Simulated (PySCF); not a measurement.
# Cl2Sn: the cost of one run

Computed with PySCF 2.14.0. Level: levels as typed in each script, gas phase, geometry from GFN2-xTB.

### Step 1. Starting geometry

SMILES `Cl[Sn]Cl`, 3 atoms, charge 0, spin multiplicity 1.

Bond lengths: Cl1–Sn2 2.378 Å, Sn2–Cl3 2.378 Å. Angles: Cl1–Sn2–Cl3 99.5°.

Geometry (Å):

```xyz
3
charge 0, multiplicity 1
Cl    1.8145    0.9146    0.0000
Sn    0.0000   -0.6219    0.0000
Cl   -1.8146    0.9145    0.0000
```

### Step 2. Localised orbitals (wB97X/def2-svp)

The input, input.py:

```python
import numpy as np
from pyscf import gto, scf, dft, lo
from pyscf.data.elements import chemcore

def solve(mol, dm0=None, hcore=None):
    mf = (dft.UKS if mol.spin else dft.RKS)(mol, xc='wb97x')
    mf.grids.level = 3
    mf = mf.density_fit(auxbasis='def2-universal-jkfit')
    mf.conv_tol, mf.max_cycle = 1e-8, 80
    if hcore is not None:
        mf.get_hcore = lambda *args: hcore
    mf.kernel(dm0)
    if not mf.converged:
        mf = mf.newton().run(mf.mo_coeff, mf.mo_occ, max_cycle=30)
    assert mf.converged, 'SCF not converged'
    return mf

mol = gto.M(atom='''
Cl     1.81450     0.91463     0.00000
Sn     0.00003    -0.62192     0.00000
Cl    -1.81460     0.91454     0.00000
''', basis='def2-svp', ecp={'Sn': 'def2-svp'}, charge=0, spin=0, verbose=4)
mf = solve(mol)
occ_all = mf.mo_coeff[:, mf.mo_occ > 0]
occ = occ_all[:, chemcore(mol):]
pm = lo.PM(mol, occ, pop_method='meta_lowdin')
loc = pm.kernel()
for _ in range(5):
    new, stable = pm.stability_jacobi(return_status=True)
    if stable:
        break
    loc = pm.kernel(new)
fock, s = mf.get_fock(), mf.get_ovlp()
ortho = lo.orth_ao(mol, 'meta_lowdin')
labels = mol.ao_labels(fmt=None)
vir = loc[:, :0]
both = np.hstack([loc, vir])
p = (ortho.T @ s @ both) ** 2
pop = np.array([p[[l[0] == a for l in labels]].sum(0) for a in range(mol.natm)])
spd = np.array([[p[[l[0] == a and l[2][-1] == k for l in labels]].sum(0) for k in 'spd'] for a in range(mol.natm)])
eps = np.einsum('pi,pq,qi->i', both, fock, both)
for i in np.argsort(eps):
    top = np.argsort(-pop[:, i])[:3]
    print('%3d %s %9.4f Eh ' % (i + 1, 'occ' if i < loc.shape[1] else 'vir', eps[i]), '  '.join('%s%d %.3f' % (mol.atom_symbol(a), a + 1, pop[a, i]) for a in top))
np.savez('result.npz', c=both, nocc=loc.shape[1], pop=pop, spd=spd, eps=eps, e=mf.e_tot)
```

The run is started by

```bash
$ OMP_NUM_THREADS=1 python input.py
```

What time and memory should one allow on 1 thread of Arm Neoverse V1, shared host?

About 4.5 s, with a peak of 0.28 GiB.
